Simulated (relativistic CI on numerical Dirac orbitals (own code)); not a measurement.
**Gd³⁺ (4f7) in crystal fields: levels and magnetism**

How does a crystal field split the 4f7 shell of Gd³⁺, and what follows for the ground state and χT? 2 fields tried.

Method: Dirac-Coulomb-Breit CI, KLI orbitals optimised for each configuration, model QED (radiative potential, 1s self-energy scaled to tabulated hydrogen-like ionisation energies), valence Slater integrals scaled by 0.75, one configuration in a parametric crystal field. Code: relativistic CI on numerical Dirac orbitals (own code) version 1.

### Step 1. The atom as given

```
ion            : Gd³⁺ (Gd IV)
nuclear charge : 64
electrons      : 61
open shell     : 4f7
Slater scale   : 0.75
field 1 (cm⁻¹) : Oh, B40 = -520, B60 = -800
field 2 (cm⁻¹) : D4h, B20 = -930, B40 = 210, B44 = -1190, B60 = 130, B64 = -870
```

Outer shells as boxes (Hund's rule):

[Xe] 4f7
```
[Xe] core
4f [↑ ][↑ ][↑ ][↑ ][↑ ][↑ ][↑ ]
```

### Step 2. Field 1: Oh, B40 = -520, B60 = -800

Settings, as recorded:

```ini
atom Gd  Z=64  charge=3  electrons=61
nucleus A=158  rms_radius_fm=5.1569
hamiltonian dirac-coulomb  breit=on  qed=on  c_scale=1
orbitals kli  potential=per-configuration
slater_scale 0.75
correlation none
mixing on
configurations
  [Xe] 4f7
end
crystal_field Oh B40=-520 B60=-800
```

### Step 3. Field 2: D4h, B20 = -930, B40 = 210, B44 = -1190, B60 = 130, B64 = -870

Changes to the settings of step 2:

```diff
@@ -10,2 +10,2 @@
 end
-crystal_field Oh B40=-520 B60=-800
+crystal_field D4h B20=-930 B40=210 B44=-1190 B60=130 B64=-870
```

(Steps that only read results are left out.)

Q: Predict the outcome of this session. Wanted: ground spin; ground doublet.

The runs gave:

| field | ground state | degeneracy | S | J | first gap (cm⁻¹) | stabilisation (cm⁻¹) | χT at 2 K | χT at 300 K |
| --- | --- | --- | --- | --- | --- | --- | --- | --- |
| 1: Oh | G6 | 2 | 3.47 | 3.50 | 0 | 0 | 7.812 | 7.812 |
| 2: D4h | G6 | 2 | 3.47 | 3.50 | 0 | -1 | 7.770 | 7.812 |

χT is in cm³ K/mol; stabilisation counts from the free ion's lowest level; S and J come from the expectation values of their squares.

| quantity | value |
| --- | --- |
| ground spin (effective S from ⟨S²⟩) | 1: 3.47, 2: 3.47 |
| χT at 300 K | 7.81 to 7.81 cm³ K/mol |
| ground doublet | field 1, g = 4.65, 4.65, 4.65 |

In words: S of the ground state lies at 3.47: spin-orbit coupling mixes spin states. J stays near 7/2: the field splits the free-ion level without mixing it much with others. The field is a set of parameters, without covalency or charge transfer.
